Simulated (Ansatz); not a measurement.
**CH7BFGeN: small, medium and large basis sets**

The task here is to estimate one member of a computed series from the others.

The runs use Ansatz 0.2.0, Gaussian basis; one geometry, several basis sets.

The runs, in order: PBE0-D4/def2-SVP; ωB97M-V/def2-SVP; PBE0-D4/def2-QZVPP; ωB97M-V/def2-QZVPP; the functionals' def2-TZVPP values are taken from earlier runs.

**Structure used throughout**

An earlier PBE0-D4 in a triple-zeta def2 set relaxation fixed the geometry.

SMILES `C[N]([GeH3])BF`, 12 atoms, charge 0, spin multiplicity 1.

Atoms are counted from 1 here; the program's logs count them from 0.

Bond lengths: C1–N2 1.452 Å, C1–H6 1.091 Å, C1–H7 1.095 Å, C1–H8 1.095 Å, N2–Ge3 1.862 Å, N2–B4 1.393 Å, Ge3–H9 1.527 Å, Ge3–H10 1.539 Å, Ge3–H11 1.539 Å, B4–F5 1.341 Å, B4–H12 1.199 Å. Angles: N2–C1–H6 110.0°, N2–C1–H7 111.5°, N2–C1–H8 111.5°, H6–C1–H7 108.0°, H6–C1–H8 108.0°, H7–C1–H8 107.8°, C1–N2–Ge3 115.4°, C1–N2–B4 120.9°, Ge3–N2–B4 123.7°, N2–Ge3–H9 109.5°, N2–Ge3–H10 107.2°, N2–Ge3–H11 107.2°, H9–Ge3–H10 111.8°, H9–Ge3–H11 111.8°, H10–Ge3–H11 109.1°, N2–B4–F5 120.3°, N2–B4–H12 121.7°, F5–B4–H12 118.1°.

As a file:

```
C    -1.01036   -0.26722    1.00593
N    -0.20969    0.10387   -0.14763
Ge    1.60511   -0.29299   -0.02130
B    -0.79333    0.71372   -1.25619
F    -0.04282    1.05079   -2.31496
H    -2.05420    0.00417    0.83871
H    -0.66886    0.24421    1.91226
H    -0.96714   -1.34538    1.19386
H     2.31587    0.15455   -1.29618
H     1.72528   -1.81141    0.19685
H     2.14497    0.43770    1.22061
H    -1.96772    0.95277   -1.29796
```

Set-up of the first run:

Contents of in.yaml:

```yaml
crystal:
  periodic: [false, false, false]
  atoms:
    - {symbol: C, position_ang: [-1.010363, -0.267220, 1.005929]}
    - {symbol: N, position_ang: [-0.209691, 0.103873, -0.147635]}
    - {symbol: Ge, position_ang: [1.605113, -0.292987, -0.021299]}
    - {symbol: B, position_ang: [-0.793331, 0.713721, -1.256186]}
    - {symbol: F, position_ang: [-0.042818, 1.050794, -2.314956]}
    - {symbol: H, position_ang: [-2.054197, 0.004174, 0.838712]}
    - {symbol: H, position_ang: [-0.668862, 0.244213, 1.912259]}
    - {symbol: H, position_ang: [-0.967144, -1.345381, 1.193855]}
    - {symbol: H, position_ang: [2.315873, 0.154552, -1.296175]}
    - {symbol: H, position_ang: [1.725278, -1.811409, 0.196852]}
    - {symbol: H, position_ang: [2.144967, 0.437697, 1.220606]}
    - {symbol: H, position_ang: [-1.967725, 0.952771, -1.297964]}
basis:
  gaussian: {orbitals: def2-SVP}
hamiltonian: {xc: pbe0, dispersion: d4}
output: {orbitals: {seedname: orbitals}}
```

Command:

```sh
$ ansatz run in.yaml --threads 4 --pin off --events-out ev --progress --plain --max-ram 10444MiB
```

Among the steps run: PBE0-D4 in def2-SVP; ωB97M-V in def2-SVP; PBE0-D4 in def2-QZVPP; ωB97M-V in def2-QZVPP.

One table of the session follows, with a row left open; its other results are not shown here.

It belongs to the step «Density functionals: the series». 

| functional | basis | HOMO (eV) | LUMO (eV) |
| --- | --- | --- | --- |
| PBE0-D4 | def2-SVP | -7.60 | 0.79 |
| PBE0-D4 | def2-TZVPP | -7.68 | 0.50 |
| PBE0-D4 | def2-QZVPP | ? | ? |
| ωB97M-V | def2-SVP | -9.86 | 2.63 |
| ωB97M-V | def2-TZVPP | -9.97 | 2.09 |
| ωB97M-V | def2-QZVPP | -9.98 | 1.66 |

Estimate the missing values for PBE0-D4, def2-QZVPP.

The run gave: HOMO (eV): -7.69; LUMO (eV): 0.28. In the column «HOMO (eV)» it lies between ωB97M-V, def2-SVP (-9.86) and PBE0-D4, def2-TZVPP (-7.68).
